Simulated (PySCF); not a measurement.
# PbF2: other functionals and bases at one geometry

Aim: see how levels, charges and forces of PbF2 depend on the level of theory. The structure is generated, not taken from experiment.

Program: PySCF 2.14.0. Level of theory: several levels, as the steps say, no spin–orbit coupling. These are calculated values, not measurements.

1 further run of the same task is left out (for a known fault of the program).

### Step 1. Starting geometry

3 atoms, charge 0, spin multiplicity 1.

Bond lengths: Pb1–F2 2.052 Å, Pb1–F3 2.052 Å. Angles: F2–Pb1–F3 95.3°.

Geometry (Å):

```mol
F2Pb
  3D, bonds by distance, orders not assigned

  3  2  0  0  0  0  0  0  0  0999 V2000
    0.0000    0.0000   -0.4882 Pb  0  0
    1.5156   -0.0000    0.8945 F   0  0
   -1.5156    0.0000    0.8945 F   0  0
  1  2  8  0
  1  3  8  0
M  END
```

Formal oxidation states: Pb +2. An earlier session relaxed this geometry at PBE0, Pb def2-SVP with ECP60, F def2-SVP (singlet, point group C2v).

At PBE0 on the finer grid: E = -392.263965 Eh, HOMO -8.68 eV, LUMO -2.64 eV, Mulliken charge on Pb1 +0.96 e, largest force component 0.038 eV/Å. 

Levels to run: CAM-B3LYP; TPSS; PBE0, TZVP. Hardware: 2 threads of Arm Neoverse N1, shared host.

### Step 2. CAM-B3LYP

File run.py (the lines that set the calculation):

```python
mol = gto.M(atom='''
Pb     0.00000     0.00000    -0.48817
F      1.51564     0.00000     0.89452
F     -1.51564     0.00000     0.89452''',
    basis={'Pb': 'def2-SVP', 'F': 'def2-SVP'},
    ecp={'Pb': 'def2-SVP'},
    charge=0, spin=0)
mf = dft.RKS(mol, xc='CAMB3LYP')
mf.grids.atom_grid = (75, 302)
mf = mf.density_fit()  # fitting sets: Pb def2-universal-JKFIT, F def2-universal-JKFIT
mf.conv_tol = 1e-08; mf.max_cycle = 55
mf.kernel(dm0)  # dm0: the density of the relaxed state
```

On the command line:

```console
$ OMP_NUM_THREADS=2 python run.py
```

### Step 3. TPSS

run.py (the lines that set the calculation), as its differences from that of step 2:

```diff
@@ -7,3 +7,3 @@
     charge=0, spin=0)
-mf = dft.RKS(mol, xc='CAMB3LYP')
+mf = dft.RKS(mol, xc='TPSS')
 mf.grids.atom_grid = (75, 302)
```

### Step 4. PBE0, TZVP

Basis: Pb def2-TZVP with ECP60, F def2-TZVP. 

File run.py (the lines that set the calculation):

```python
mol = gto.M(atom='''
Pb     0.00000     0.00000    -0.48817
F      1.51564     0.00000     0.89452
F     -1.51564     0.00000     0.89452''',
    basis={'Pb': 'def2-TZVP', 'F': 'def2-TZVP'},
    ecp={'Pb': 'def2-TZVP'},
    charge=0, spin=0)
mf = dft.RKS(mol, xc='PBE0')
mf.grids.atom_grid = (75, 302)
mf = mf.density_fit()  # fitting sets: Pb def2-universal-JKFIT, F def2-universal-JKFIT
mf.conv_tol = 1e-08; mf.max_cycle = 55
mf.kernel(dm0)  # dm0: free metal ions and neutral atoms
```

Before running it: what results should come out? Wanted: for each run, HOMO; gap; charge on Pb1; dipole; largest force.

The runs gave:

| level | state | HOMO (eV) | gap (eV) | charge on Pb1 (e) | dipole (D) | largest force (eV/Å) | basis functions | time |
| --- | --- | --- | --- | --- | --- | --- | --- | --- |
| PBE0 (relaxed here) | singlet | -8.68 | 6.04 | 0.96 | 4.79 | 0.04 | 54 | 2.7 s |
| CAM-B3LYP | singlet | -9.98 | 8.23 | 0.94 | 4.79 | 0.25 | 54 | 1.8 s |
| TPSS | singlet | -7.24 | 4.09 | 0.86 | 4.35 | 0.43 | 54 | 2 s |
| PBE0, TZVP | singlet | -9.05 | 6.21 | 1.04 | 5.10 | 0.44 | 112 | 5.5 s |

Times are on 2 threads of Arm Neoverse N1, shared host; the first row also made further properties.

In one basis the HOMO–LUMO gap runs from 4.09 eV (TPSS) to 8.23 eV (CAM-B3LYP). The largest leftover force, 0.44 eV/Å with PBE0, TZVP, stands at a geometry relaxed at another level. The Mulliken charge on Pb spans +0.86 to +1.04 e over the levels. Total energies of different levels can't be compared. Spin–orbit coupling is left out throughout.
